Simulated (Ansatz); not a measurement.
# Ba2BiSb2: the cost of one run

Program: Ansatz 0.2.0. Level of theory: reference: DFT PBE, plane waves, PAW, scalar-relativistic, no spin polarisation. These are calculated values, not measurements.

## 1. The starting structure

Symmetry: Immm, No. 71, orthorhombic system. The conventional cell has a = 4.855 Å, b = 7.772 Å, c = 10.008 Å, α = 90.00°, β = 90.00°, γ = 90.00°. Bi (site symmetry mmm) is surrounded by 4 Sb at 3.36 Å and 4 Ba at 3.71 Å. Ba (site symmetry mm2) has 6 Sb at 3.63 to 3.64 Å and 2 Bi at 3.71 Å as nearest neighbours. Around Sb (site symmetry m2m) lie 1 Sb at 3.13 Å and 2 Bi at 3.36 Å.

Coordinates:

```xyz
5
Lattice="-2.4275 3.8858 5.0040 4.8550 0.0000 0.0000 2.4275 3.8858 -5.0040" Properties=species:S:1:pos:R:3 pbc="T T T"
Bi    0.0000    0.0000    0.0000
Ba    0.0000    3.8858    2.2039
Ba    4.8550    3.8858   -2.2039
Sb    2.4275    5.4526    0.0000
Sb    2.4275    2.3191    0.0000
```

## 2. Baseline

input.yaml

```yaml
crystal:
  lattice:
    - [-2.427497, 3.885835, 5.004002]
    - [4.854994, 0.0, 0.0]
    - [2.427497, 3.885835, -5.004002]
  atoms:
    - { symbol: Bi, position: [0.0, 0.0, 0.0] }
    - { symbol: Ba, position: [0.72021, 0.22021, 0.27979] }
    - { symbol: Ba, position: [0.27979, 0.77979, 0.72021] }
    - { symbol: Sb, position: [0.7016, 0.5, 0.7016] }
    - { symbol: Sb, position: [0.2984, 0.5, 0.2984] }
  symmetry: { tolerance: 0.0003 }
kpoints:
  mp_grid: { grid: [4, 4, 4], shift: [0, 0, 0] }
magnetization:
  spin_polarized: false
scf:
  occupations: { method: fermi_dirac }
hamiltonian:
  pseudopotentials: { kind: paw }
  xc: pbe
basis:
  ecutwfc: 420
output:
  forces: true
  stress: true
  eigenvalues: true
```

Launch:

```
$ ansatz run input.yaml --threads 1 --pin off --max-ram 2560MiB --backend cpu --events-out ev --progress --plain --runs-dir out
```

**Question.** How long does this run take on 1 thread of an x86-64 CPU, shared host, and how much memory does it need?

About 4.6 s, with a peak of 0.55 GiB.
